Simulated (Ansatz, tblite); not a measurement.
# The cluster AgGe₅+: which isomer is lowest

An exercise on one series of results from a longer session: the logs are not shown, and one member is left open.

Program: Ansatz 0.2.0, Gaussian basis. Level of theory: relaxed with PBE-D4/def2-SVP, singlet. These are calculated values, not measurements.

6 further runs of the same task are left out: 6 set aside as unsound or not needed.

### Starting geometry

6 atoms, charge 1, spin multiplicity 1.

Atoms are counted from 1 here; the program's logs count them from 0.

Bond lengths: Ag1–Ge3 2.672 Å, Ag1–Ge5 2.673 Å, Ag1–Ge6 2.775 Å, Ge2–Ge3 2.481 Å, Ge2–Ge4 2.415 Å, Ge2–Ge5 2.480 Å, Ge3–Ge6 2.539 Å, Ge4–Ge6 2.424 Å, Ge5–Ge6 2.539 Å. Angles: Ge3–Ag1–Ge5 84.4°, Ge3–Ag1–Ge6 55.5°, Ge5–Ag1–Ge6 55.5°, Ge3–Ge2–Ge4 79.0°, Ge3–Ge2–Ge5 92.7°, Ge4–Ge2–Ge5 79.2°, Ag1–Ge3–Ge2 82.7°, Ag1–Ge3–Ge6 64.3°, Ge2–Ge3–Ge6 78.9°, Ge2–Ge4–Ge6 82.5°, Ag1–Ge5–Ge2 82.7°, Ag1–Ge5–Ge6 64.3°, Ge2–Ge5–Ge6 78.9°, Ag1–Ge6–Ge3 60.2°, Ag1–Ge6–Ge4 117.9°, Ag1–Ge6–Ge5 60.2°, Ge3–Ge6–Ge4 77.7°, Ge3–Ge6–Ge5 90.0° and more.

Ag takes a core potential in the def2 sets. No spin-orbit coupling is included. The ion is computed in the gas phase, without counter-ions or solvent.

A search from random starts with GFN2-xTB found 7 distinct shapes; 2 go on here. The structure above is candidate A, which lies 0.00 eV above the lowest at that level; B lies 0.10 eV above the lowest at that level.

Set-up of the first run:

in.yaml

```yaml
crystal:
  periodic: [false, false, false]
  atoms:
    - {symbol: Ag, position_ang: [1.880430, 0.997320, -0.828620]}
    - {symbol: Ge, position_ang: [-0.011870, -1.720700, -0.033260]}
    - {symbol: Ge, position_ang: [-0.398970, -0.011860, -1.790380]}
    - {symbol: Ge, position_ang: [-1.936130, -0.567040, 0.859300]}
    - {symbol: Ge, position_ang: [1.083790, -0.089550, 1.479450]}
    - {symbol: Ge, position_ang: [-0.617250, 1.391820, 0.313500]}
basis:
  gaussian: {orbitals: def2-SVP}
total_charge: 1
hamiltonian: {xc: pbe, dispersion: d4}
scf: {lower_state_search: "off"}
output: {orbitals: {seedname: orbitals}}
relax: {f_tol: 0.02, max_steps: 100}
```

Run with:

```console
$ ansatz run in.yaml --threads 4 --pin off --events-out ev --progress --plain --max-ram 4787MiB
```

Steps of the session up to this table: Relaxing candidate A; Relaxing candidate B; Candidate B, first pass, PBE-D4/def2-SVP; Candidate B, PBE0-D4/def2-TZVP; Candidate B, PBE-D4/def2-TZVP; Candidate B, r2SCAN-D4/def2-TZVP; Candidate B, B97M-V/def2-TZVP; Candidate B, BLYP-D4/def2-TZVP; Candidate B, HF/def2-TZVP; Candidate B, PBE-D4/def2-SVP; Candidate B, PBE0-D4/def2-SVP; Candidate B, MP2/def2-TZVP; Candidate B, RPA/def2-TZVP.

One of the session's tables, all rows but one given; the rest of the session is left out.

It belongs to the step «B against A». 

```
              level  B above A (kJ/mol)
           GFN1-xTB               +30.6
           GFN2-xTB               +10.1
       HF/def2-TZVP                -4.5
    PBE-D4/def2-SVP               +58.6
   PBE-D4/def2-TZVP               +62.4
  BLYP-D4/def2-TZVP               +50.7
r2SCAN-D4/def2-TZVP               +62.7
   B97M-V/def2-TZVP               +50.4
   PBE0-D4/def2-SVP               +52.1
  PBE0-D4/def2-TZVP               +56.4
      RPA/def2-TZVP                   ?
      MP2/def2-TZVP              +116.5
```

Estimate the missing values for RPA/def2-TZVP.

**Answer.** B above A (kJ/mol): +60.5. In the column «B above A (kJ/mol)» it lies between PBE-D4/def2-SVP (+58.6) and PBE-D4/def2-TZVP (+62.4).

Limits of these values: A random search of this size may have missed the true lowest shape. Only singlets are compared; another spin may lie lower and prefer another shape.
